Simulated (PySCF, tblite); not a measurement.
# C4H8BPSSi: dynamics, then NMR shifts on frames, part 2 of 2

tblite 0.8.0 and PySCF 2.14.0. Atoms count from 0. Earlier steps stand in the parts before.

### Step 5. NMR shieldings: 625 fs, PBE0/pcSseg-1

What the job is given:

```
{"job": {"kind": "nmr", "xc": "PBE0", "basis": "pcSseg-1", "pop": false}, "charge": 0, "multiplicity": 1}
Si    -3.296900     0.597000     0.272800
P     -2.519400    -0.682900     1.917400
B     -1.192000    -1.634700     1.122600
C      0.104500    -0.815000     0.803000
C      0.438000     0.505000     1.013700
C      1.817300     0.778800     0.843500
C      2.466400    -0.249300     0.275300
S      1.440400    -1.624000     0.025400
H     -2.056800     1.355700    -0.073300
H     -4.451100     1.395900     0.623100
H     -3.587900     0.080400    -1.011500
H     -3.662200    -1.542100     1.922800
H     -1.280000    -2.827600     1.354200
H     -0.407200     1.125900     1.206500
H      2.318800     1.650500     1.105100
H      3.464600    -0.186400    -0.146300
```

With the program's defaults for keys left out, this is: GIAO PBE0/pcSseg-1 NMR shielding, non-relativistic, gas phase.

What it wrote:

```text
coarse grid: 15264 points
cycle   1  E = -1210.3267827679  dE =  1.147e+00  |g| = 3.186e-01  |ddm| = 3.919e+00
cycle   2  E = -1210.3074335169  dE =  1.935e-02  |g| = 4.083e-01  |ddm| = 8.292e-01
cycle   3  E = -1210.3540142231  dE = -4.658e-02  |g| = 9.204e-02  |ddm| = 5.747e-01
cycle   4  E = -1210.3562445118  dE = -2.230e-03  |g| = 3.237e-02  |ddm| = 1.407e-01
cycle   5  E = -1210.3565219257  dE = -2.774e-04  |g| = 9.411e-03  |ddm| = 4.131e-02
cycle   6  E = -1210.3565429360  dE = -2.101e-05  |g| = 4.160e-03  |ddm| = 1.514e-02
cycle   7  E = -1210.3565473372  dE = -4.401e-06  |g| = 1.434e-03  |ddm| = 5.918e-03
final grid: 134616 points
cycle   8  E = -1210.4056217625  dE = -2.616e-05  |g| = 8.867e-03  |ddm| = 3.683e-02
cycle   9  E = -1210.4055926328  dE =  2.913e-05  |g| = 1.344e-02  |ddm| = 2.324e-02
cycle  10  E = -1210.4056424821  dE = -4.985e-05  |g| = 1.470e-03  |ddm| = 1.592e-02
cycle  11  E = -1210.4056430616  dE = -5.795e-07  |g| = 4.402e-04  |ddm| = 2.071e-03
cycle  12  E = -1210.4056431126  dE = -5.104e-08  |g| = 1.012e-04  |ddm| = 5.156e-04
cycle  13  E = -1210.4056431147  dE = -2.082e-09  |g| = 5.586e-05  |ddm| = 1.666e-04
cycle  14  E = -1210.4056431156  dE = -8.667e-10  |g| = 1.638e-05  |ddm| = 7.366e-05
converged SCF energy = -1210.4056431156

GIAO shielding tensors (ppm)
atom      isotropic    diamagn.    paramagn.     s11        s22        s33       span
  0 Si     426.514     881.435    -454.921    381.732    394.778    503.032    121.300
  1 P      539.963     968.557    -428.594    456.681    510.828    652.380    195.700
  2 B       28.916     190.312    -161.396    -69.638     24.954    131.432    201.071
  3 C       29.274     261.573    -232.298    -45.620    -12.055    145.497    191.117
  4 C       38.340     253.643    -215.303    -44.276     13.795    145.501    189.778
  5 C       58.733     252.992    -194.259    -25.394     43.466    158.128    183.522
  6 C       35.354     262.816    -227.462    -68.994     32.592    142.463    211.457
  7 S      216.823    1056.869    -840.046     47.258    193.388    409.822    362.565
  8 H       26.754      30.949      -4.195     22.267     27.433     30.561      8.295
  9 H       27.715      29.701      -1.986     24.233     24.709     34.203      9.970
 10 H       28.086      31.104      -3.018     24.558     26.134     33.566      9.008
 11 H       28.505      28.402       0.103     23.051     26.304     36.159     13.108
 12 H       22.727      27.957      -5.229     16.598     22.605     28.979     12.381
 13 H       23.033      33.366     -10.333     18.584     22.995     27.521      8.937
 14 H       24.971      32.071      -7.101     21.922     25.239     27.751      5.830
 15 H       23.548      30.261      -6.714     21.113     23.635     25.895      4.782
```

Wall time 29 s (1 thread of Arm Neoverse V1, shared host); peak memory 0.93 GiB.

Key values: δ C3 157.7, C6 151.6, C4 148.6, C5 128.2, H12 8.99, H13 8.68 ppm.

### Step 6. NMR shieldings: 800 fs, PBE0/pcSseg-1

What the job is given:

```
{"job": {"kind": "nmr", "xc": "PBE0", "basis": "pcSseg-1", "pop": false}, "charge": 0, "multiplicity": 1}
Si    -2.956400     0.452100     0.322700
P     -2.372800    -0.346000     2.399700
B     -1.121300    -1.513700     1.703700
C      0.185300    -0.816700     1.237100
C      0.603600     0.444600     1.728900
C      1.952200     0.769000     1.326000
C      2.509300    -0.121000     0.484600
S      1.513700    -1.535000     0.316100
H     -1.915700     1.222900    -0.223400
H     -4.181900     1.282300     0.440500
H     -3.472000    -0.285600    -0.883600
H     -3.542600    -1.149900     2.439800
H     -1.397300    -2.697200     1.787000
H      0.051100     1.138600     2.288300
H      2.278200     1.769100     1.527500
H      3.435000    -0.129800    -0.045500
```

Method: GIAO PBE0/pcSseg-1 NMR shielding, non-relativistic, gas phase.

What it wrote:

```text
coarse grid: 15264 points
cycle   1  E = -1210.3357982300  dE =  9.580e-01  |g| = 2.963e-01  |ddm| = 3.890e+00
cycle   2  E = -1210.3236399215  dE =  1.216e-02  |g| = 3.605e-01  |ddm| = 7.315e-01
cycle   3  E = -1210.3589480445  dE = -3.531e-02  |g| = 9.533e-02  |ddm| = 5.078e-01
cycle   4  E = -1210.3614369917  dE = -2.489e-03  |g| = 3.075e-02  |ddm| = 1.423e-01
cycle   5  E = -1210.3616860837  dE = -2.491e-04  |g| = 9.145e-03  |ddm| = 3.906e-02
cycle   6  E = -1210.3617061897  dE = -2.011e-05  |g| = 3.776e-03  |ddm| = 1.382e-02
cycle   7  E = -1210.3617099143  dE = -3.725e-06  |g| = 1.328e-03  |ddm| = 5.484e-03
final grid: 134616 points
cycle   8  E = -1210.4105400596  dE = -2.412e-05  |g| = 8.787e-03  |ddm| = 3.429e-02
cycle   9  E = -1210.4105091972  dE =  3.086e-05  |g| = 1.360e-02  |ddm| = 2.377e-02
cycle  10  E = -1210.4105603384  dE = -5.114e-05  |g| = 1.567e-03  |ddm| = 1.615e-02
cycle  11  E = -1210.4105609986  dE = -6.602e-07  |g| = 4.229e-04  |ddm| = 2.059e-03
cycle  12  E = -1210.4105610462  dE = -4.755e-08  |g| = 1.069e-04  |ddm| = 5.232e-04
cycle  13  E = -1210.4105610487  dE = -2.543e-09  |g| = 5.509e-05  |ddm| = 1.833e-04
cycle  14  E = -1210.4105610495  dE = -8.254e-10  |g| = 1.719e-05  |ddm| = 7.037e-05
converged SCF energy = -1210.4105610495

GIAO shielding tensors (ppm)
atom      isotropic    diamagn.    paramagn.     s11        s22        s33       span
  0 Si     424.202     879.309    -455.107    365.242    382.592    524.771    159.530
  1 P      534.475     968.387    -433.911    469.909    495.716    637.800    167.891
  2 B       27.748     190.487    -162.739    -66.671     18.752    131.164    197.836
  3 C       21.235     257.118    -235.884    -54.577    -17.432    135.714    190.291
  4 C       29.275     256.813    -227.538    -55.792      8.311    135.306    191.098
  5 C       53.051     256.087    -203.036    -25.397     32.310    152.241    177.638
  6 C       37.807     261.454    -223.646    -61.980     32.284    143.119    205.099
  7 S      208.581    1056.928    -848.347     68.603    229.132    328.009    259.407
  8 H       28.998      31.258      -2.260     24.569     28.851     33.575      9.006
  9 H       27.226      28.265      -1.039     23.523     24.542     33.613     10.090
 10 H       27.078      28.832      -1.754     23.923     24.832     32.478      8.555
 11 H       28.766      28.776      -0.010     23.979     25.520     36.799     12.821
 12 H       22.632      28.064      -5.432     16.807     22.855     28.234     11.427
 13 H       23.317      34.029     -10.711     19.822     21.174     28.956      9.135
 14 H       24.398      31.011      -6.614     21.182     25.920     26.091      4.908
 15 H       23.643      31.109      -7.466     21.298     22.656     26.975      5.677
```

Wall time 29 s (1 thread of Arm Neoverse V1, shared host); peak memory 0.98 GiB.

In short: δ C3 165.7, C4 157.6, C6 149.1, C5 133.9, H12 9.09, H13 8.40 ppm.

### Step 7. Nuclear shieldings: 1000 fs, PBE0/pcSseg-1

What the job is given:

```
{"job": {"kind": "nmr", "xc": "PBE0", "basis": "pcSseg-1", "pop": false}, "charge": 0, "multiplicity": 1}
Si    -2.770500     0.829700     0.367600
P     -2.364400    -0.417400     2.279800
B     -0.682900    -1.171500     2.119200
C      0.516100    -0.283800     1.705600
C      0.580000     1.046900     1.292200
C      1.794000     1.478900     0.765100
C      2.628200     0.433800     0.614500
S      1.996800    -1.038700     1.112700
H     -3.600300     1.868600     0.978700
H     -3.612100     0.150600    -0.608000
H     -1.679300     1.404600    -0.384600
H     -3.207500    -1.389800     2.018500
H     -0.437900    -2.351500     2.119100
H     -0.307200     1.682100     1.576100
H      2.016100     2.431500     0.344900
H      3.685700     0.538000     0.228600
```

With the program's defaults for keys left out, this is: GIAO PBE0/pcSseg-1 NMR shielding, non-relativistic, gas phase.

What it wrote:

```text
coarse grid: 15264 points
cycle   1  E = -1210.3308183460  dE =  1.106e+00  |g| = 3.275e-01  |ddm| = 3.903e+00
cycle   2  E = -1210.3140874357  dE =  1.673e-02  |g| = 4.078e-01  |ddm| = 8.384e-01
cycle   3  E = -1210.3602984746  dE = -4.621e-02  |g| = 9.511e-02  |ddm| = 5.545e-01
cycle   4  E = -1210.3626392129  dE = -2.341e-03  |g| = 3.500e-02  |ddm| = 1.446e-01
cycle   5  E = -1210.3629455067  dE = -3.063e-04  |g| = 1.133e-02  |ddm| = 4.495e-02
cycle   6  E = -1210.3629771028  dE = -3.160e-05  |g| = 4.991e-03  |ddm| = 1.960e-02
cycle   7  E = -1210.3629840651  dE = -6.962e-06  |g| = 1.444e-03  |ddm| = 7.130e-03
final grid: 134616 points
cycle   8  E = -1210.4102927514  dE = -2.420e-05  |g| = 8.836e-03  |ddm| = 3.870e-02
cycle   9  E = -1210.4102641570  dE =  2.859e-05  |g| = 1.334e-02  |ddm| = 2.322e-02
cycle  10  E = -1210.4103131332  dE = -4.898e-05  |g| = 1.383e-03  |ddm| = 1.580e-02
cycle  11  E = -1210.4103136435  dE = -5.103e-07  |g| = 4.137e-04  |ddm| = 1.948e-03
cycle  12  E = -1210.4103136874  dE = -4.397e-08  |g| = 9.903e-05  |ddm| = 4.752e-04
cycle  13  E = -1210.4103136893  dE = -1.837e-09  |g| = 5.852e-05  |ddm| = 1.671e-04
cycle  14  E = -1210.4103136902  dE = -9.541e-10  |g| = 1.460e-05  |ddm| = 7.104e-05
converged SCF energy = -1210.4103136902

GIAO shielding tensors (ppm)
atom      isotropic    diamagn.    paramagn.     s11        s22        s33       span
  0 Si     404.921     879.593    -474.673    314.227    427.031    473.504    159.277
  1 P      544.732     970.412    -425.680    434.954    558.381    640.860    205.906
  2 B       32.508     195.373    -162.865    -52.996     21.235    129.284    182.280
  3 C       24.196     263.879    -239.683    -50.522     -9.480    132.589    183.112
  4 C       37.500     255.080    -217.581    -44.007     10.212    146.295    190.302
  5 C       60.229     255.581    -195.352    -21.452     49.308    152.831    174.283
  6 C       38.159     263.574    -225.415    -62.767     34.724    142.521    205.288
  7 S      231.289    1057.745    -826.456    114.574    195.361    383.933    269.360
  8 H       26.849      28.718      -1.869     22.907     24.838     32.803      9.895
  9 H       27.517      29.268      -1.751     23.411     25.464     33.677     10.267
 10 H       27.879      30.943      -3.064     23.178     28.778     31.681      8.504
 11 H       30.377      32.926      -2.549     24.574     27.676     38.881     14.308
 12 H       23.631      29.375      -5.743     19.339     23.294     28.261      8.922
 13 H       23.104      32.151      -9.047     19.388     23.197     26.728      7.341
 14 H       24.579      31.668      -7.089     21.278     25.061     27.399      6.121
 15 H       23.237      28.989      -5.752     20.077     23.794     25.841      5.764
```

Wall time 29 s (1 thread of Arm Neoverse V1, shared host); peak memory 0.93 GiB.

In short: δ C3 162.7, C4 149.4, C6 148.8, C5 126.7, H13 8.61, H15 8.48 ppm.

### Step 8. Comparing the runs: NMR shifts

Shifts (ppm) of some atoms, chosen among heavy atoms and hydrogens apart, with basis size and wall time:

```
  frame     C6     C4    H8   H11    Si0      P1   S7  functions  time
 250 fs  149.0  137.4  4.83  3.14  -77.3  -190.3  308        197  30 s
 425 fs  139.2  142.7  5.06  2.19  -97.0  -195.9  260        197  29 s
 625 fs  151.6  148.6  4.96  3.21  -77.4  -221.6  287        197  29 s
 800 fs  149.1  157.6  2.72  2.95  -75.0  -216.1  295        197  29 s
1000 fs  148.8  149.4  4.87  1.34  -55.8  -226.4  272        197  29 s
```

### Step 9. Outcome

This closing draws on all 2 parts.

| quantity | value |
| --- | --- |
| thermostat | 300 K |
| mean temperature, second half | 317 K |
| mean potential energy above the minimum | 0.62 eV |
| 13C shifts against TMS (PBE0/pcSseg-1, 250 fs) | 157.3, 149.0, 137.4, 135.0 ppm |
| 1H shifts against TMS (PBE0/pcSseg-1, 250 fs) | 8.13, 8.05, 7.89, 7.28, 4.97, 4.83, 4.65, 3.14 ppm |
| 29Si shifts against TMS (PBE0/pcSseg-1, 250 fs) | -77.3 ppm |
| 31P shifts against H3PO4 (PBE0/pcSseg-1, 250 fs) | -190.3 ppm |
| 11B shifts against BF3·OEt2 (PBE0/pcSseg-1, 250 fs) | 65.6 ppm |
| 33S shifts against CS2 (PBE0/pcSseg-1, 250 fs) | 308 ppm |
| range of the shift of S7 | 260 to 308 ppm |

In words: In the second half the potential energy averages 0.62 eV above the minimum; equipartition over 42 harmonic modes at 300 K would give 0.54 eV. With 16 atoms the temperature swings widely (164 to 463 K). Shifts at one fixed geometry are not the observed spectrum, which averages over the motion. In the first frame run (250 fs): Shielding is most anisotropic at S7 (span 361 ppm, paramagnetic term -862 ppm). NICS(1)zz of -26 ppm above the planar ring from C3 marks a diatropic (aromatic) ring current. In ppm, S7 moves most: its shift spreads over 48 ppm, from 260 (425 fs) to 308 (250 fs).
